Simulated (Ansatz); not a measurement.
# C₂H₁₀Al₂Si: up Jacob's ladder to CCSD(T)

An exercise on one series of results from a longer session: the logs are not shown, and one member is left open.

Method: functionals in def2-TZVPP, the program's frozen cores in correlated methods; program: Ansatz 0.2.0, Gaussian basis.

Plan: PBE-D4, r2SCAN-D4, PBE0-D4, B3LYP-D4, ωB97X-V, ωB97M-V, B2PLYP; CCSD(T)/def2-TZVPP; MP2/def2-QZVPP; extrapolation to the limit.

### The geometry

All runs share one geometry, relaxed beforehand with PBE0-D4 in a triple-zeta def2 set.

15 atoms, charge 0, spin multiplicity 1.

Atoms are counted from 1 here; the program's logs count them from 0.

Bond lengths: C1–C2 1.527 Å, C1–H6 1.094 Å, C1–H7 1.094 Å, C1–H8 1.094 Å, C2–Al3 1.968 Å, C2–H9 1.099 Å, C2–H10 1.099 Å, Al3–Al4 2.594 Å, Al3–H11 1.600 Å, Al4–Si5 2.467 Å, Al4–H12 1.599 Å, Si5–H13 1.492 Å, Si5–H14 1.495 Å, Si5–H15 1.492 Å. Angles: C2–C1–H6 111.6°, C2–C1–H7 112.5°, C2–C1–H8 111.6°, H6–C1–H7 106.9°, H6–C1–H8 106.9°, H7–C1–H8 106.9°, C1–C2–Al3 116.5°, C1–C2–H9 110.5°, C1–C2–H10 110.5°, Al3–C2–H9 107.2°, Al3–C2–H10 107.1°, H9–C2–H10 104.3°, C2–Al3–Al4 121.0°, C2–Al3–H11 117.5°, Al4–Al3–H11 121.5°, Al3–Al4–Si5 122.5°, Al3–Al4–H12 122.7°, Si5–Al4–H12 114.8° and more.

The first run:

Contents of in.yaml:

```yaml
crystal:
  periodic: [false, false, false]
  atoms:
    - {symbol: C, position_ang: [-0.342747, -1.190911, 1.950541]}
    - {symbol: C, position_ang: [0.796953, -1.818689, 1.152056]}
    - {symbol: Al, position_ang: [0.964639, -1.259885, -0.727676]}
    - {symbol: Al, position_ang: [-0.683217, 0.454516, -1.763584]}
    - {symbol: Si, position_ang: [-0.402097, 2.890596, -1.494686]}
    - {symbol: H, position_ang: [-0.254805, -0.100857, 1.990678]}
    - {symbol: H, position_ang: [-0.374644, -1.546501, 2.985043]}
    - {symbol: H, position_ang: [-1.317527, -1.414473, 1.506250]}
    - {symbol: H, position_ang: [0.713294, -2.914248, 1.158848]}
    - {symbol: H, position_ang: [1.762532, -1.617636, 1.636147]}
    - {symbol: H, position_ang: [2.177981, -1.870472, -1.573445]}
    - {symbol: H, position_ang: [-1.991805, 0.016234, -2.571372]}
    - {symbol: H, position_ang: [-0.738709, 3.671539, -2.720618]}
    - {symbol: H, position_ang: [-1.312070, 3.370447, -0.409483]}
    - {symbol: H, position_ang: [0.980422, 3.279742, -1.089400]}
basis:
  gaussian: {orbitals: def2-TZVPP}
hamiltonian: {xc: pbe, dispersion: d4}
output: {forces: true, orbitals: {seedname: orbitals}}
```

On the command line:

```sh
> ansatz run in.yaml --threads 4 --pin off --events-out ev --progress --plain --max-ram 10444MiB
```

Among the steps run: PBE-D4 (GGA); r2SCAN-D4 (meta-GGA); PBE0-D4 (hybrid); B3LYP-D4 (hybrid); ωB97X-V (range-separated); ωB97M-V (range-separated); B2PLYP (double hybrid); CCSD(T) in def2-TZVPP; MP2 in def2-QZVPP.

One of the session's tables, all rows but one given; the rest of the session is left out.

It belongs to the step «Atomisation energies». 

```
            method  atomisation energy (eV)
            PBE-D4                   48.719
         r2SCAN-D4                        ?
           PBE0-D4                   48.537
          B3LYP-D4                   48.642
           ωB97X-V                   49.011
           ωB97M-V                   48.666
            B2PLYP                   48.017
     HF/def2-TZVPP                   37.219
    MP2/def2-TZVPP                   47.486
   CCSD/def2-TZVPP                   47.222
CCSD(T)/def2-TZVPP                   47.686
           MP2/CBS                   48.576
       CCSD(T)/CBS                   48.776
```

Q: Estimate the row for r2SCAN-D4 from the others.

As computed: atomisation energy (eV): 48.829. In the column «atomisation energy (eV)» it lies between CCSD(T)/CBS (48.776) and ωB97X-V (49.011).
